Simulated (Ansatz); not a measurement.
# Ti2AlC: properties at the relaxed cell

The task here is to estimate one member of a computed series from the others.

Program: Ansatz 0.2.0. Level of theory: DFT PBEsol, scalar-relativistic, plane waves, PAW. These are calculated values, not measurements.

### Starting point

It takes space group P6_3/mmc (No. 194, hexagonal). Conventional cell: a = 3.038 Å, b = 3.038 Å, c = 13.637 Å, α = 90.00°, β = 90.00°, γ = 120.00°. Ti (site symmetry 3m) is surrounded by 3 C at 2.09 Å. Al (site symmetry -6m2) has 6 Ti at 2.87 Å and 6 Al at 3.04 Å in its first shell of neighbours. C (site symmetry -3m) has 6 Ti at 2.09 Å in its first shell of neighbours.

Coordinates:

```cif
data_structure
_symmetry_space_group_name_H-M 'P6_3/mmc'
_symmetry_Int_Tables_number 194
_cell_length_a 3.0379
_cell_length_b 3.0379
_cell_length_c 13.6365
_cell_angle_alpha 90.000
_cell_angle_beta 90.000
_cell_angle_gamma 120.000
_cell_volume 108.99
loop_
_atom_site_label
_atom_site_type_symbol
_atom_site_symmetry_multiplicity
_atom_site_Wyckoff_symbol
_atom_site_fract_x
_atom_site_fract_y
_atom_site_fract_z
_atom_site_occupancy
Ti1 Ti 4 f 0.33333 0.66667 0.08328 1
Al1 Al 2 d 0.33333 0.66667 0.75000 1
C1 C 2 a 0.00000 0.00000 0.00000 1
```

It goes back to an entry of the Materials Project, which need not be the stable form.

It is the result of an earlier relaxation at this level (volume 13.62 Å³/atom; gap on the mesh: none (metal)).

Set-up of the first run:

input.yaml

```yaml
crystal:
  lattice:
    - [3.0379098844, 0.0, 0.0]
    - [-1.5189549422, 2.6309071343, 0.0]
    - [0.0, 0.0, 13.636500221]
  atoms:
    - { symbol: Ti, position: [0.3333333333, 0.6666666667, 0.0832777513] }
    - { symbol: Ti, position: [0.6666666667, 0.3333333333, 0.5832777513] }
    - { symbol: Ti, position: [0.6666666667, 0.3333333333, 0.9167222487] }
    - { symbol: Ti, position: [0.3333333333, 0.6666666667, 0.4167222487] }
    - { symbol: Al, position: [0.3333333333, 0.6666666667, 0.75] }
    - { symbol: Al, position: [0.6666666667, 0.3333333333, 0.25] }
    - { symbol: C, position: [0.0, 0.0, 0.0] }
    - { symbol: C, position: [0.0, 0.0, 0.5] }
basis:
  ecutwfc: 420
kpoints:
  mp_grid: { grid: [12, 12, 4] }
  band_path:
    path:
      - [[0.0, 0.0, 0.0], [0.5, 0.0, 0.0], [0.33333333, 0.33333333, 0.0], [0.0, 0.0, 0.0], [0.0, 0.0, 0.5], [0.5, 0.0, 0.5], [0.33333333, 0.33333333, 0.5], [0.0, 0.0, 0.5]]
      - [[0.5, 0.0, 0.5], [0.5, 0.0, 0.0]]
      - [[0.33333333, 0.33333333, 0.5], [0.33333333, 0.33333333, 0.0]]
    npoints: 14
hamiltonian:
  xc: pbesol
scf:
  occupations: { method: gaussian, width: 0.1 }
  n_extra_bands: 20
output:
  forces: true
  stress: true
  eigenvalues: true
  populations: true
  dos: { projected: true, de: 0.02, nscf_kmesh: { grid: [18, 18, 6] } }
  bader: true
  write_density: true
  write_potential: true
  elf: true
  volumetric_format: npy
```

On the command line:

```console
$ ansatz run input.yaml --threads 2 --pin off --max-ram 5120MiB --backend cpu --events-out ev --progress --plain --runs-dir out
```

Among the steps run: Electronic structure at the relaxed geometry; The cell scaled to 0.97 of its volume; Volume × 1.03; The cell scaled to 0.94 of its volume; Volume × 1.06.

One of the session's tables, all rows but one given; the rest of the session is left out.

It belongs to the step «Energy against volume». 

| volume (Å³/atom) | energy above the lowest point (meV/atom) | pressure (GPa) |
| --- | --- | --- |
| 12.806 | 24.8 | 10.23 |
| 13.215 | ? | ? |
| 13.624 | 0.0 | -0.02 |
| 14.032 | 5.3 | -4.05 |
| 14.441 | 20.1 | -7.48 |

**Question.** Estimate the row for volume (Å³/atom) = 13.215.

Worked estimate for «energy above the lowest point (meV/atom)». A straight line through the neighbours (12.806, 24.8) and (13.624, 0.0) gives 24.8 + (0.0 − 24.8) × (13.215 − 12.806) / (13.624 − 12.806) = 12.4; a parabola fitted to 3 rows on both sides gives 6.5.

The run gave: energy above the lowest point (meV/atom): 5.9; pressure (GPa): 4.71. In «energy above the lowest point (meV/atom)» the line misses by +6.5 and the parabola by +0.6.
